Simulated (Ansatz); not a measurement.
**SiH₄O₃: one species, many methods**

Aim: compute SiH₄O₃ with functionals from several rungs and with coupled cluster, and see how far each lands from CCSD(T) at the basis-set limit for the atomisation energy.

Computed with Ansatz 0.2.0, Gaussian basis. Level: functionals in def2-TZVPP, the program's frozen cores in correlated methods.

Plan: LDA (SPW92), PBE-D4, revPBE-D4, BLYP-D4, r2SCAN-D4, B97M-V, PBE0-D4, B3LYP-D4, r2SCANh-D4, r2SCAN0-D4, HSE06-D4, BHLYP-D4, CAM-B3LYP-D4, LC-ωPBE, ωB97X-V, ωB97M-V, B2PLYP, PBE-QIDH; CCSD(T)/def2-SVP; CCSD(T)/def2-TZVPP; MP2/def2-QZVPP; extrapolation to the limit; RPA on PBE.

### 1 The relaxed structure

An earlier PBE0-D4 in a triple-zeta def2 set relaxation fixed the geometry.

SMILES `O[SiH](O)O`, 8 atoms, charge 0, spin multiplicity 1.

Atoms are counted from 1 here; the program's logs count them from 0.

Bond lengths: O1–Si2 1.630 Å, O1–H5 0.959 Å, Si2–O3 1.641 Å, Si2–O4 1.633 Å, Si2–H6 1.476 Å, O3–H7 0.958 Å, O4–H8 0.958 Å. Angles: Si2–O1–H5 117.6°, O1–Si2–O3 114.4°, O1–Si2–O4 109.0°, O1–Si2–H6 104.5°, O3–Si2–O4 105.0°, O3–Si2–H6 110.6°, O4–Si2–H6 113.5°, Si2–O3–H7 117.9°, Si2–O4–H8 116.6°.

### 2 LDA

This LDA is Slater exchange with PW92 correlation.

in.yaml

```yaml
crystal:
  periodic: [false, false, false]
  atoms:
    - {symbol: O, position_ang: [0.057946, 1.618752, -0.224987]}
    - {symbol: Si, position_ang: [-0.171601, 0.082577, 0.269152]}
    - {symbol: O, position_ang: [1.169263, -0.861099, 0.196528]}
    - {symbol: O, position_ang: [-1.250795, -0.639740, -0.721278]}
    - {symbol: H, position_ang: [0.176846, 1.769777, -1.164462]}
    - {symbol: H, position_ang: [-0.642782, 0.209359, 1.662004]}
    - {symbol: H, position_ang: [1.894934, -0.654956, 0.786827]}
    - {symbol: H, position_ang: [-1.141711, -1.581669, -0.859684]}
basis:
  gaussian: {orbitals: def2-TZVPP}
hamiltonian: {xc: lda}
output: {orbitals: {seedname: orbitals}}
```

The runs that follow: PBE-D4 (GGA); revPBE-D4 (GGA); BLYP-D4 (GGA); r2SCAN-D4 (meta-GGA); B97M-V (meta-GGA); PBE0-D4 (hybrid); B3LYP-D4 (hybrid); r2SCANh-D4 (hybrid); r2SCAN0-D4 (hybrid); HSE06-D4 (hybrid); BHLYP-D4 (hybrid); CAM-B3LYP-D4 (range-separated); LC-ωPBE-D4 (range-separated); ωB97X-V (range-separated); ωB97M-V (range-separated); B2PLYP (double hybrid); PBE-QIDH (double hybrid); CCSD(T) in def2-SVP; CCSD(T) in def2-TZVPP; MP2 in def2-QZVPP; RPA on PBE orbitals.

Q: Predict the results of all the runs planned. Wanted: atomisation energy, CCSD(T)/CBS; farthest beyond LDA; mean size of error, GGA; mean size of error, meta-GGA; mean size of error, hybrid; mean size of error, range-separated; mean size of error, double hybrid; gap, smallest and largest; T1 diagnostic.

**Answer**, as computed:

```
                               quantity                                  value
        atomisation energy, CCSD(T)/CBS                          3173.5 kJ/mol
 functionals within 15.9 kJ/mol (0.5 %)                                 PBE-D4
                    farthest beyond LDA               BHLYP-D4 (-166.9 kJ/mol)
                mean size of error, GGA                            48.7 kJ/mol
           mean size of error, meta-GGA                            34.7 kJ/mol
             mean size of error, hybrid                            91.2 kJ/mol
    mean size of error, range-separated                            30.5 kJ/mol
      mean size of error, double hybrid                            72.2 kJ/mol
              gap, smallest and largest  7.16 eV (BLYP-D4), 14.80 eV (LC-ωPBE)
                          T1 diagnostic                                 0.0113
triples share of the correlation energy                                  3.3 %
```

**Reading.** LDA overbinds by 440.5 kJ/mol (14 %). PBE-D4 is off by -6.1 kJ/mol. Double hybrids carry the basis error of their MP2 part in triple zeta, and no dispersion term here, so their miss is partly the set-up's. By mean error the best rung here is range-separated (30.5 kJ/mol) and the worst beyond LDA is hybrid (91.2 kJ/mol). The gap between the best rungs is small, so their order is not settled. The mean of the hybrids holds BHLYP, with half exact exchange. Misses under about 15.9 kJ/mol are within the doubt on the reference itself, which lacks core-valence correlation, relativity and higher excitations. Hartree-Fock recovers 70 % of the binding; the rest is correlation. CCSD(T) in def2-SVP is off by -308.2 kJ/mol, which most functionals beat. Orbital gaps span 7.2 to 14.8 eV; exact exchange widens them.
